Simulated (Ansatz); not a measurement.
# CsPbCl3 (Pm-3m): G0W0 quasiparticle calculation

How far does GW move the levels of CsPbCl3 (Pm-3m)? The task is a G0W0 quasiparticle calculation, for CsPbCl3 (Pm-3m).

Computed with Ansatz 0.2.0 through its Python package. Level of theory: G0W0 on DFT PBEsol, plane waves, PAW.

## (1) Starting point

Symmetry: Pm-3m, No. 221, cubic system. Conventional cell: a = 5.605 Å, b = 5.605 Å, c = 5.605 Å, α = 90.00°, β = 90.00°, γ = 90.00°. Around Cs (site symmetry m-3m) lie 12 Cl at 3.96 Å. Around Pb (site symmetry m-3m) lie 6 Cl at 2.80 Å. Around Cl (site symmetry 4/mmm) lie 2 Pb at 2.80 Å and 4 Cs at 3.96 Å.

The script holds or builds the structure itself.

## (2) Script

gw.py

```python
"""Quasiparticle gap of CsPbCl3 by G0W0."""

import logging
import sys
import warnings

import ansatz as az

logging.basicConfig(stream=sys.stdout, format="%(name)s: %(message)s")
log = logging.getLogger("cspbcl3")
log.setLevel(logging.INFO)

config = {
    "functional": "pbesol",
    "filling": "fixed",
}


def main() -> None:
    warnings.simplefilter("ignore", az.DeckWarning)

    lattice = az.Lattice.of(
        [5.605, 0.0, 0.0],
        [0.0, 5.605, 0.0],
        [0.0, 0.0, 5.605],
    )
    sites = [
        ("Cs", [0.0, 0.0, 0.0]),
        ("Pb", [0.5, 0.5, 0.5]),
        ("Cl", [0.5, 0.5, 0.0]),
        ("Cl", [0.0, 0.5, 0.5]),
        ("Cl", [0.5, 0.0, 0.5]),
    ]
    xtal = az.Crystal(lattice=lattice)
    for symbol, position in sites:
        xtal = xtal.atom(symbol, position)

    setup = xtal.calculation()
    setup = setup.functional(config["functional"])
    setup = setup.kpoints(4)
    setup = setup.occupations(config["filling"])
    setup = setup.gw(empty_bands=100, screening_cutoff=80, quasiparticle_bands=("v1", "c1"))
    events = []
    outcome = setup.session().plan().execute(on_event=events.append, runs_dir="gw_run")
    gw = next(e["data"] for e in events if e["event"] == "gw_qp")
    top = gw["frontier_bands"]["highest_filled_band"]
    log.info(" k band    E_KS   Sigma_x  Sigma_c     Vxc      Z    E_QP (eV)")
    for qp in gw["qp"]:
        log.info(f"{qp['ik']:2d} {qp['band']:4d} {qp['eps_ks_ev']:7.3f} {qp['sigma_x_ev']:9.3f} {qp['sigma_c_at_ks_ev']:8.3f} {qp['vxc_ev']:8.3f} {qp['z']:6.3f} {qp['e_qp_ev']:8.3f}")
    for key, label in (("eps_ks_ev", "Kohn-Sham"), ("e_qp_ev", "G0W0")):
        filled = max(qp[key] for qp in gw["qp"] if qp["band"] <= top)
        empty = min(qp[key] for qp in gw["qp"] if qp["band"] > top)
        log.info(f"{label} gap on the mesh: {empty - filled:.3f} eV")
    print("static dielectric eigenvalues (RPA, this mesh):", [round(e, 3) for e in gw["screening"][0]["eps_tensor_eigenvalues"]])


if __name__ == "__main__":
    main()
```

## (3) The input behind the calls

The engine receives this input:

```yaml
crystal:
  lattice:
    - [5.605, 0.0, 0.0]
    - [0.0, 5.605, 0.0]
    - [0.0, 0.0, 5.605]
  atoms:
    - { symbol: Cs, position: [0.0, 0.0, 0.0] }
    - { symbol: Pb, position: [0.5, 0.5, 0.5] }
    - { symbol: Cl, position: [0.5, 0.5, 0.0] }
    - { symbol: Cl, position: [0.0, 0.5, 0.5] }
    - { symbol: Cl, position: [0.5, 0.0, 0.5] }
kpoints:
  mp_grid:
    grid: [4, 4, 4]
hamiltonian:
  xc: pbesol
scf:
  occupations:
    method: fixed
gw:
  n_empty_bands: 100
  ecut_chi: 80.0
  qp_bands: [v1, c1]
```

## (4) Launch

Command:

```sh
> python gw.py
```

The program printed:

```text
cspbcl3:  k band    E_KS   Sigma_x  Sigma_c     Vxc      Z    E_QP (eV)
cspbcl3:  0   22   1.492   -20.581    3.263  -16.198  0.772    0.634
cspbcl3:  0   23   7.227    -3.780   -3.030   -7.619  0.850    7.911
cspbcl3:  1   22   1.583   -20.372    2.991  -16.466  0.776    0.877
cspbcl3:  1   23   7.742    -4.979   -2.995   -8.937  0.841    8.547
cspbcl3:  2   22   2.328   -20.735    2.407  -17.846  0.786    1.950
cspbcl3:  2   23   6.935    -9.587   -2.665  -13.828  0.816    8.210
cspbcl3:  3   22   1.754   -20.055    2.694  -16.628  0.781    1.184
cspbcl3:  3   23   7.991    -7.287   -2.954  -11.513  0.825    9.031
cspbcl3:  4   22   2.561   -20.382    2.216  -17.767  0.790    2.247
cspbcl3:  4   23   6.671    -9.214   -2.648  -13.378  0.818    7.901
cspbcl3:  5   22   3.202   -20.453    1.947  -18.265  0.794    3.011
cspbcl3:  5   23   6.420    -8.851   -2.638  -12.955  0.820    7.612
cspbcl3:  6   22   1.895   -19.337    2.273  -16.550  0.788    1.492
cspbcl3:  6   23   7.826    -9.036   -2.862  -13.460  0.813    9.081
cspbcl3:  7   22   2.753   -19.908    1.997  -17.603  0.793    2.509
cspbcl3:  7   23   6.386    -8.830   -2.628  -12.905  0.821    7.564
cspbcl3:  8   22   3.398   -20.037    1.757  -18.119  0.797    3.270
cspbcl3:  8   23   6.115    -8.429   -2.624  -12.443  0.823    7.251
cspbcl3:  9   22   4.023   -20.340    1.565  -18.750  0.799    4.003
cspbcl3:  9   23   5.818    -7.925   -2.634  -11.884  0.826    6.905
cspbcl3: Kohn-Sham gap on the mesh: 1.795 eV
cspbcl3: G0W0 gap on the mesh: 2.902 eV
static dielectric eigenvalues (RPA, this mesh): [4.634, 4.634, 4.634]
```

Run time: 74 s. Hardware: 1 thread of Arm Neoverse V2, shared host; peak memory 0.67 GiB.

## (5) Size and end state of the run

The report of the run holds:

```csv
item,value
SCF cycles in all,6
k-points solved,10
plane waves,3407
bands,27
valence electrons,44
free energy (eV),-20530.59981
Fermi level (eV),4.023
"lowest empty less highest filled level on the mesh, by band count (eV)",1.795
```

## (6) What came out

```
                    quantity                                value
free energy of the DFT start  -20530.5998 eV (-4106.1200 eV/atom)
       gap on the mesh (DFT)                              1.79 eV
           quasiparticle gap                             2.902 eV
```

**Reading.** On the mesh the gap is 1.79 eV; the true edges may lie between its points. No spin-orbit coupling was included, so the levels of the heavy atoms aren't split. Caveats:
- Mesh, empty bands and screening cutoff are small, so the quasiparticle gap isn't converged, and it is read on the mesh points alone. Spin-orbit coupling is left out, which matters for heavy elements.
